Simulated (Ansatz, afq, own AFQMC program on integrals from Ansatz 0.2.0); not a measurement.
**SiH2Br (doublet): AFQMC on the coupled-cluster ladder at distance Br1–H2 along a hydrogen transfer = 1.668 Å, cc-pVTZ**

Aim: compute SiH2Br (doublet) with auxiliary-field quantum Monte Carlo on the same integrals as coupled cluster, and set the energies side by side.

Method: cc-pVTZ, frozen cores; program: Ansatz 0.2.0, Gaussian basis, and an in-house AFQMC program (afq) on its integrals; all values are calculated.

Plan: PBE (unrestricted); CCSD(T) on UHF; r2SCAN (unrestricted); PBE0 (unrestricted); B3LYP (unrestricted); CCSDT(Q) on UHF; wB97M-V (unrestricted); B2PLYP (unrestricted); Phaseless AFQMC, CISD trial on UHF.

9 further runs of the same task are left out: 1 that didn't finish, 8 set aside as unsound or not needed.

## Step 1: What is computed

The geometry derives from fragments relaxed apart (PBE0/def2-TZVP) and kept rigid, so it is no stationary point. A hydrogen atom is moved between rigid fragments. No spin-orbit coupling is included. The filled d shell of Br may be among the frozen orbitals whatever the setting's name suggests; the logs give the count.

4 atoms, charge 0, spin multiplicity 2.

Atoms are counted from 1 here; the program's logs count them from 0.

Bond lengths: Br1–H2 1.668 Å, H2–Si3 1.539 Å, Si3–H4 1.532 Å. Angles: Br1–H2–Si3 180.0°, H2–Si3–H4 105.0°.

## Step 2: PBE (unrestricted)

Contents of in.yaml:

```yaml
crystal:
  periodic: [false, false, false]
  atoms:
    - {symbol: Br, position_ang: [-2.119609, 0.369878, 0.000000]}
    - {symbol: H, position_ang: [-0.451609, 0.369878, 0.000000]}
    - {symbol: Si, position_ang: [1.087391, 0.369878, 0.000000]}
    - {symbol: H, position_ang: [1.483826, -1.109635, 0.000000]}
basis:
  gaussian: {orbitals: cc-pVTZ}
magnetization: {spin_polarized: true, initial_magnetization: 1}
hamiltonian: {xc: {name: PBE}}
output: {orbitals: {seedname: orbitals}}
```

Started as:

```sh
ansatz run in.yaml --threads 1 --pin off --events-out ev --progress --plain --max-ram 5120MiB --backend cpu
```

Output:

```text
Functional definition: PBE
  name "PBE"
  cite "Perdew, Burke & Ernzerhof, Phys. Rev. Lett. 77, 3865 (1996) doi:10.1103/PhysRevLett.77.3865"
  parent pbe
  parameter kappa = 0.804
  parameter beta = 0.06672455060314922
  exchange = pbe_x(kappa = kappa, mu = beta*pi^2/3)
  correlation = pbe_c(beta = beta)
769 factors; their error is unknown
mean field evaluation 1: about -77939.2586 eV, gradient 1.2e1 eV
mean field evaluation 2: about -77923.0657 eV, gradient 4.2e1 eV
mean field evaluation 4: about -77940.2655 eV, gradient 4.2e0 eV
mean field evaluation 8: about -77940.3899 eV, gradient 1.2e-1 eV
mean field evaluation 16: about -77940.3647 eV, gradient 1.4e-4 eV
mean field evaluation 32: about -77939.9249 eV, gradient 6.8e0 eV
mean field evaluation 64: about -77939.9819 eV, gradient 7.6e-1 eV
mean field evaluation 96: about -77938.0281 eV, gradient 4.5e0 eV
mean field -77940.36471135 eV, -2864.2555732654 hartree, gradient 5.5e-6 eV, S^2 0.754344; 10 other end points of the search recorded, 0 dependent functions left out
reference -77940.36474169 eV, -2864.2555743805 hartree; 26, 25 occupied and 79, 80 virtual orbitals, 769 factors
Total energy: -77940.36474169 eV, -2864.2555743805 hartree
```

Wall time 21 s (1 thread of AMD EPYC 7R13 (Zen 3), shared host); peak memory 1.8 GiB.

From the report: ⟨S²⟩ of the determinant 0.754 (pure doublet: 0.75).

## Step 3: CCSD(T) on UHF

in.yaml: that of step 2 with these lines changed.

```diff
@@ -10,3 +10,2 @@
 magnetization: {spin_polarized: true, initial_magnetization: 1}
-hamiltonian: {xc: {name: PBE}}
-output: {orbitals: {seedname: orbitals}}
+correlation: {method: ccsd_t, electrons: outside_noble_gas, hamiltonian_folder: ham}
```

Started as:

```sh
ansatz run in.yaml --threads 1 --pin off --events-out ev --progress --plain --max-ram 15360MiB --backend cuda --devices 0, --max-vram 18GiB
```

Output, cut to the lines that bear on the results:

```text
Functional definition: HF
  name "HF"
  cite "Fock, Z. Phys. 61, 126 (1930) doi:10.1007/BF01340294"
  parent pbe
[...]
640 factors; integrals over basis functions are off by at most 1.0e-3 eV
[...]
mean field -77891.53049161 eV, -2862.4609487912 hartree, gradient 2.7e-6 eV, S^2 1.120066; 16 other end points of the search recorded, 0 dependent functions left out
determinant -77891.53049161 eV, -2862.4609487912 hartree, with singles and doubles -77899.85954929 eV, -2862.7670360152 hartree
determinant -77891.19008301 eV, -2862.4484390057 hartree, with singles and doubles -77899.27166079 eV, -2862.7454315112 hartree
determinant -77890.80972861 eV, -2862.4344612395 hartree, with singles and doubles -77899.53405790 eV, -2862.7550744273 hartree
determinant -77890.77059079 eV, -2862.4330229510 hartree, with singles and doubles -77899.18617645 eV, -2862.7422900196 hartree
[...]
determinant -77891.53049161 eV, -2862.4609487912 hartree, with singles and doubles -77899.84004388 eV, -2862.7663192045 hartree
determinant -77890.80972861 eV, -2862.4344612395 hartree, with singles and doubles -77899.79160469 eV, -2862.7645390971 hartree
determinant -77890.57456493 eV, -2862.4258191335 hartree, with singles and doubles -77899.27987921 eV, -2862.7457335327 hartree
determinant -77891.45489141 eV, -2862.4581705349 hartree, with singles and doubles -77899.94999763 eV, -2862.7703599303 hartree
19 core orbitals not correlated: weight in the atoms' cores, before any rotation towards them, 1.000 or more for the frozen orbitals, at most 0.000 for the correlated occupied ones
reference -77891.53049161 eV, -2862.4609487912 hartree; 7, 6 occupied and 79, 80 virtual orbitals, 640 factors
second order -7.00948320 eV of doubles, -0.00000000 eV of singles
cycle   1  -8.30955285 eV  change   -5.9e-7 eV  update   4.7e-6
perturbative correction -0.32895232 eV, -0.0120887748 hartree
Total energy: -77900.16899679 eV, -2862.7784080009 hartree
```

Run time: 35 s. Hardware: 1 × NVIDIA H100 80GB HBM3 with 1 thread of AMD EPYC 7R13 (Zen 3), shared host; peak host memory 1.8 GiB.

From the report: ⟨S²⟩ of the determinant 1.120 (pure doublet: 0.75); correlation -8.6385 eV; T1 0.080; largest double amplitude 0.05.

This run also writes the integrals to the folder ham.

## Step 4: r2SCAN (unrestricted)

in.yaml: that of step 3 with these lines changed.

```diff
@@ -10,2 +10,2 @@
 magnetization: {spin_polarized: true, initial_magnetization: 1}
-correlation: {method: ccsd_t, electrons: outside_noble_gas, hamiltonian_folder: ham}
+hamiltonian: {xc: {name: r2SCAN}}
```

Started as:

```sh
ansatz run in.yaml --threads 1 --pin off --events-out ev --progress --plain --max-ram 5120MiB --backend cpu
```

Output, cut to the lines that bear on the results:

```text
Functional definition: r2SCAN
  name "r2SCAN"
  cite "Furness, Kaplan, Ning, Perdew & Sun, J. Phys. Chem. Lett. 11, 8208 (2020) doi:10.1021/acs.jpclett.0c02405"
  cite "Furness, Kaplan, Ning, Perdew & Sun, J. Phys. Chem. Lett. 11, 9248 (2020) doi:10.1021/acs.jpclett.0c03077"
  parent r2scan
[...]
769 factors; their error is unknown
[...]
mean field -77953.70817443 eV, -2864.7459364892 hartree, gradient 2.8e-6 eV, S^2 0.759739; 5 other end points of the search recorded, 0 dependent functions left out
reference -77953.70818512 eV, -2864.7459368821 hartree; 26, 25 occupied and 79, 80 virtual orbitals, 769 factors
Total energy: -77953.70818512 eV, -2864.7459368821 hartree
```

Wall time 27 s (1 thread of AMD EPYC 7R13 (Zen 3), shared host); peak memory 1.8 GiB.

From the report: ⟨S²⟩ of the determinant 0.760 (pure doublet: 0.75).

## Step 5: PBE0 (unrestricted)

in.yaml: that of step 4 with these lines changed.

```diff
@@ -10,2 +10,3 @@
 magnetization: {spin_polarized: true, initial_magnetization: 1}
-hamiltonian: {xc: {name: r2SCAN}}
+hamiltonian: {xc: {name: PBE0}}
+output: {orbitals: {seedname: orbitals}}
```

Same command.

Output:

```text
Functional definition: PBE0
  name "PBE0"
  cite "Adamo & Barone, J. Chem. Phys. 110, 6158 (1999) doi:10.1063/1.478522"
  cite "Perdew, Burke & Ernzerhof, Phys. Rev. Lett. 77, 3865 (1996) doi:10.1103/PhysRevLett.77.3865"
  parent pbe
  parameter a = 0.25
  parameter kappa = 0.804
  parameter beta = 0.06672455060314922
  exchange = (1 - a)*pbe_x(kappa = kappa, mu = beta*pi^2/3) + a*exact_x
  correlation = pbe_c(beta = beta)
817 factors; their error is unknown
mean field evaluation 1: about -77942.2560 eV, gradient 9.7e0 eV
mean field evaluation 2: about -77941.0581 eV, gradient 1.7e1 eV
mean field evaluation 4: about -77943.1568 eV, gradient 9.3e-1 eV
mean field evaluation 8: about -77943.1659 eV, gradient 3.8e-2 eV
mean field evaluation 16: about -77943.4228 eV, gradient 2.0e-4 eV
mean field evaluation 32: about -77942.3934 eV, gradient 5.4e0 eV
mean field -77943.42282261 eV, -2864.3679567815 hartree, gradient 1.1e-5 eV, S^2 0.760241; 2 other end points of the search recorded, 0 dependent functions left out
reference -77943.42284574 eV, -2864.3679576313 hartree; 26, 25 occupied and 79, 80 virtual orbitals, 817 factors
Total energy: -77943.42284574 eV, -2864.3679576313 hartree
```

Wall time 13 s (1 thread of AMD EPYC 7R13 (Zen 3), shared host); peak memory 1.8 GiB.

From the report: ⟨S²⟩ of the determinant 0.760 (pure doublet: 0.75).

## Step 6: B3LYP (unrestricted)

in.yaml: that of step 5 with these lines changed.

```diff
@@ -10,3 +10,2 @@
 magnetization: {spin_polarized: true, initial_magnetization: 1}
-hamiltonian: {xc: {name: PBE0}}
-output: {orbitals: {seedname: orbitals}}
+hamiltonian: {xc: {name: B3LYP}}
```

Launched as before.

Output, cut to the lines that bear on the results:

```text
Functional definition: B3LYP
  name "B3LYP"
  cite "Stephens, Devlin, Chabalowski & Frisch, J. Phys. Chem. 98, 11623 (1994) doi:10.1021/j100096a001"
  cite "Becke, Phys. Rev. A 38, 3098 (1988) doi:10.1103/PhysRevA.38.3098"
  cite "Lee, Yang & Parr, Phys. Rev. B 37, 785 (1988) doi:10.1103/PhysRevB.37.785"
  cite "Vosko, Wilk & Nusair, Can. J. Phys. 58, 1200 (1980) doi:10.1139/p80-159"
[...]
808 factors; their error is unknown
[...]
mean field -77956.48365312 eV, -2864.8479334497 hartree, gradient 1.1e-5 eV, S^2 0.756840; 2 other end points of the search recorded, 0 dependent functions left out
reference -77956.48386022 eV, -2864.8479410605 hartree; 26, 25 occupied and 79, 80 virtual orbitals, 808 factors
Total energy: -77956.48386022 eV, -2864.8479410605 hartree
```

Run time: 7.5 s. Hardware: 1 thread of AMD EPYC 7R13 (Zen 3), shared host; peak memory 1.8 GiB.

From the report: ⟨S²⟩ of the determinant 0.757 (pure doublet: 0.75).

## Step 7: CCSDT(Q) on UHF

in.yaml: that of step 6 with these lines changed.

```diff
@@ -10,2 +10,2 @@
 magnetization: {spin_polarized: true, initial_magnetization: 1}
-hamiltonian: {xc: {name: B3LYP}}
+correlation: {method: ccsdt_q, electrons: outside_noble_gas}
```

Started as:

```sh
ansatz run in.yaml --threads 1 --pin off --events-out ev --progress --plain --max-ram 15360MiB --backend cuda --devices 0, --max-vram 18GiB
```

Output, cut to the lines that bear on the results:

```text
Functional definition: HF
  name "HF"
  cite "Fock, Z. Phys. 61, 126 (1930) doi:10.1007/BF01340294"
  parent pbe
[...]
1224 factors; integrals over basis functions are off by at most 2.5e-7 eV
[...]
mean field -77891.53052230 eV, -2862.4609499187 hartree, gradient 1.4e-6 eV, S^2 1.120071; 16 other end points of the search recorded, 0 dependent functions left out
determinant -77891.53052230 eV, -2862.4609499187 hartree, with singles and doubles -77899.85959742 eV, -2862.7670377840 hartree
determinant -77891.19012369 eV, -2862.4484405007 hartree, with singles and doubles -77899.27172267 eV, -2862.7454337851 hartree
determinant -77890.80976590 eV, -2862.4344626096 hartree, with singles and doubles -77899.53411786 eV, -2862.7550766308 hartree
determinant -77890.77063695 eV, -2862.4330246474 hartree, with singles and doubles -77899.18623831 eV, -2862.7422922929 hartree
[...]
determinant -77890.80976590 eV, -2862.4344626096 hartree, with singles and doubles -77899.79162227 eV, -2862.7645397433 hartree
determinant -77890.57460949 eV, -2862.4258207710 hartree, with singles and doubles -77899.27991406 eV, -2862.7457348135 hartree
determinant -77891.45492006 eV, -2862.4581715879 hartree, with singles and doubles -77899.95005098 eV, -2862.7703618911 hartree
19 core orbitals not correlated: weight in the atoms' cores, before any rotation towards them, 1.000 or more for the frozen orbitals, at most 0.000 for the correlated occupied ones
reference -77891.53052230 eV, -2862.4609499187 hartree; 7, 6 occupied and 79, 80 virtual orbitals, 1224 factors
second order -7.00951243 eV of doubles, -0.00000000 eV of singles
cycle   1  -7.76524629 eV  change   -7.6e-1 eV  update   9.5e-2
[...]
cycle  40  -8.68776549 eV  change    1.6e-7 eV  update   1.5e-6
perturbative correction -0.01865709 eV, -0.0006856352 hartree
Total energy: -77900.23694487 eV, -2862.7809050468 hartree
```

Wall time 60 s (1 × NVIDIA H100 80GB HBM3 with 1 thread of AMD EPYC 7R13 (Zen 3), shared host); peak host memory 1.8 GiB.

From the report: ⟨S²⟩ of the determinant 1.120 (pure doublet: 0.75); correlation -8.7064 eV; T1 0.090; largest double amplitude 0.06.

## Step 8: wB97M-V (unrestricted)

in.yaml: that of step 7 with these lines changed.

```diff
@@ -10,2 +10,3 @@
 magnetization: {spin_polarized: true, initial_magnetization: 1}
-correlation: {method: ccsdt_q, electrons: outside_noble_gas}
+hamiltonian: {xc: {name: wB97M-V}}
+output: {orbitals: {seedname: orbitals}}
```

Started as:

```sh
ansatz run in.yaml --threads 1 --pin off --events-out ev --progress --plain --max-ram 5120MiB --backend cpu
```

Output, cut to the lines that bear on the results:

```text
Functional definition: wB97M-V
  name "wB97M-V"
  cite "Mardirossian & Head-Gordon, J. Chem. Phys. 144, 214110 (2016) doi:10.1063/1.4952647"
  cite "Becke, J. Chem. Phys. 107, 8554 (1997) doi:10.1063/1.475007"
  cite "Vydrov & Van Voorhis, J. Chem. Phys. 133, 244103 (2010) doi:10.1063/1.3521275"
  # Of w^i u^j: cxij and so on, Table III.
[...]
  gx(w, u) = 1 - cx + cx01*u + cx10*w
  gss(w, u) = css00 + css04*u^4 + css10*w + css20*w^2 + css43*w^4*u^3
  gos(w, u) = cos00 + cos10*w + (cos20 + cos21*u)*w^2 + (cos60 + cos61*u)*w^6
[...]
      + integral(e_c_pw_mod_opposite_spin*gos(b97_w_opposite, b97_u_opposite)) + vv10(b, c)
800 factors; their error is unknown
145 factors; integrals over basis functions are off by at most 4.1e-5 eV
[...]
mean field -77950.13836931 eV, -2864.6147485705 hartree, gradient 2.9e-5 eV, S^2 0.758053; 1 other end points of the search recorded, 0 dependent functions left out
reference -77950.13840486 eV, -2864.6147498773 hartree; 26, 25 occupied and 79, 80 virtual orbitals, 800 factors
Total energy: -77950.13840486 eV, -2864.6147498773 hartree
```

Wall time 43 s (1 thread of AMD EPYC 7R13 (Zen 3), shared host); peak memory 1.8 GiB.

From the report: ⟨S²⟩ of the determinant 0.758 (pure doublet: 0.75).

## Step 9: B2PLYP (unrestricted)

in.yaml: that of step 8 with these lines changed.

```diff
@@ -10,3 +10,3 @@
 magnetization: {spin_polarized: true, initial_magnetization: 1}
-hamiltonian: {xc: {name: wB97M-V}}
-output: {orbitals: {seedname: orbitals}}
+hamiltonian: {xc: {name: B2PLYP}}
+correlation: {electrons: outside_noble_gas}
```

Launched as before.

Output, cut to the lines that bear on the results:

```text
Functional definition: B2PLYP
  name "B2PLYP"
  cite "Grimme, J. Chem. Phys. 124, 034108 (2006) doi:10.1063/1.2148954"
  cite "Becke, Phys. Rev. A 38, 3098 (1988) doi:10.1103/PhysRevA.38.3098"
  cite "Lee, Yang & Parr, Phys. Rev. B 37, 785 (1988) doi:10.1103/PhysRevB.37.785"
[...]
640 factors; integrals over basis functions are off by at most 1.0e-3 eV
[...]
mean field -77937.72620006 eV, -2864.1586097640 hartree, gradient 6.4e-6 eV, S^2 0.768956; 2 other end points of the search recorded, 0 dependent functions left out
19 core orbitals not correlated: weight in the atoms' cores, before any rotation towards them, 1.000 or more for the frozen orbitals, at most 0.000 for the correlated occupied ones
reference -77937.72633276 eV, -2864.1586146407 hartree; 7, 6 occupied and 79, 80 virtual orbitals, 640 factors
second order -9.07099131 eV of doubles, -0.00000000 eV of singles
Total energy: -77940.17550041 eV, -2864.2486198918 hartree
```

It took 15 s on 1 thread of AMD EPYC 7R13 (Zen 3), shared host; peak memory 1.8 GiB.

From the report: ⟨S²⟩ of the determinant 0.769 (pure doublet: 0.75).

## Step 10: Phaseless AFQMC, CISD trial on UHF

It reads the integrals that the CCSD(T) run on this determinant wrote.

Started as:

```sh
afq ham --method phaseless --trial cisd --walkers 1500 --populations 20 --least-time 60 --time-step 0.005 --steps-per-block 50 --equilibration-blocks 28 --max-blocks 4000 --target-error 0.00021 --factor-cut 1e-05 --start spin_pure --seed 5776 --release-times 0.24,0.51,0.99,1.62,2.4 --release-step 0.03 --release-every 3 --taylor-order 6
```

Output:

```text
orbitals 86  electrons 7 6  factors 572 of 640
reference energy -2862.46094879 Eh
CCSD correlation -0.30537083 Eh in 20 cycles, weight of the determinant in the CISD state 0.7210
energy of the start -2862.727721 Eh
 block  time / (1/Eh)  mean weight  energy / Eh
     1     0.250  0.9998  -2862.742585
     2     0.500  0.9997  -2862.753707
     3     0.750  0.9998  -2862.762110
     4     1.000  0.9995  -2862.766447
     5     1.250  0.9999  -2862.769985
     6     1.500  1.0001  -2862.772989
     7     1.750  0.9997  -2862.773353
     8     2.000  1.0002  -2862.774848
     9     2.250  1.0000  -2862.776425
    10     2.500  0.9998  -2862.777208
    11     2.750  1.0003  -2862.778968
    16     4.000  0.9997  -2862.779932
    21     5.250  1.0000  -2862.779086
    26     6.500  0.9996  -2862.778734
    31     7.750  0.9998  -2862.779141
    36     9.000  1.0000  -2862.777829
    41    10.250  0.9994  -2862.779036
    46    11.500  0.9996  -2862.778562
    51    12.750  0.9998  -2862.779228
    56    14.000  1.0000  -2862.780051
    61    15.250  1.0002  -2862.781148
    66    16.500  1.0003  -2862.780494
    71    17.750  1.0006  -2862.779728
    76    19.000  1.0006  -2862.780911
    81    20.250  1.0002  -2862.780317
    86    21.500  1.0007  -2862.780099
    91    22.750  1.0001  -2862.781660
    96    24.000  0.9997  -2862.780584
   101    25.250  0.9998  -2862.778108
   106    26.500  0.9994  -2862.778063
   111    27.750  0.9997  -2862.779939
   116    29.000  1.0001  -2862.778553
   121    30.250  1.0005  -2862.776383
   126    31.500  0.9997  -2862.778728
   131    32.750  0.9999  -2862.778401
   136    34.000  1.0003  -2862.780042
   141    35.250  0.9999  -2862.780359
   146    36.500  1.0002  -2862.782417
   151    37.750  1.0003  -2862.777157
   156    39.000  0.9998  -2862.778378
   161    40.250  1.0008  -2862.779664
   166    41.500  0.9999  -2862.779390
   171    42.750  1.0004  -2862.779964
   176    44.000  0.9999  -2862.776731
   181    45.250  0.9998  -2862.782082
   186    46.500  1.0001  -2862.781539
   191    47.750  0.9998  -2862.779073
   196    49.000  1.0000  -2862.779430
   201    50.250  1.0005  -2862.779776
   206    51.500  1.0007  -2862.777396
error from the spread of 20 populations
released: time / (1/Eh)  energy / Eh  error  mean overlap
  0.24  -2862.780077  0.000208  0.9969
  0.51  -2862.780399  0.000224  0.9924
  0.99  -2862.780805  0.000192  0.9910
  1.62  -2862.780729  0.000304  0.9923
  2.40  -2862.780830  0.000520  0.9890
energy -2862.779618 +/- 0.000193 Eh
```

It took 4 min on 1 × NVIDIA H100 80GB HBM3 with 2 threads of AMD EPYC 7R13 (Zen 3), shared host; peak host memory 1.8 GiB.

Energy -77900.2019 ± 0.0052 eV. Caveats: constraint bias not in the error.

## Step 11: All levels side by side

On the UHF determinant, counted from CCSDT(Q) (a yardstick, not exact):

| level | energy (eV) | from CCSDT(Q) (kJ/mol) | statistical error (kJ/mol) | time |
| --- | --- | --- | --- | --- |
| HF | -77891.5305 | +840.0 |  |  |
| MP2 | -77898.5400 | +163.7 |  |  |
| CCSD | -77899.8400 | +38.3 |  |  |
| CCSD(T) | -77900.1690 | +6.6 |  |  |
| CCSDT(Q) | -77900.2369 | 0.0 |  |  |
| Phaseless AFQMC, CISD trial, step 0.005, 1500 walkers | -77900.2019 | +3.4 | 0.5 | 4 min |

The functionals' totals stand on their own zeros and serve differences with other points: PBE -77940.365 eV; r2SCAN -77953.708 eV; PBE0 -77943.423 eV; B3LYP -77956.484 eV; wB97M-V -77950.138 eV; B2PLYP -77940.176 eV.

## Step 12: What came out

| quantity | value |
| --- | --- |
| CCSD(T) on UHF from CCSDT(Q) | +6.6 kJ/mol |
| Phaseless AFQMC, CISD trial on UHF from CCSDT(Q) | +3.4 ± 0.5 kJ/mol |

In words: On UHF the phaseless walk with the CISD trial lies +3.4 kJ/mol from CCSDT(Q), 7 times its error bar. Error bars are statistical and leave out the constraint, the time step and what remains of the start.
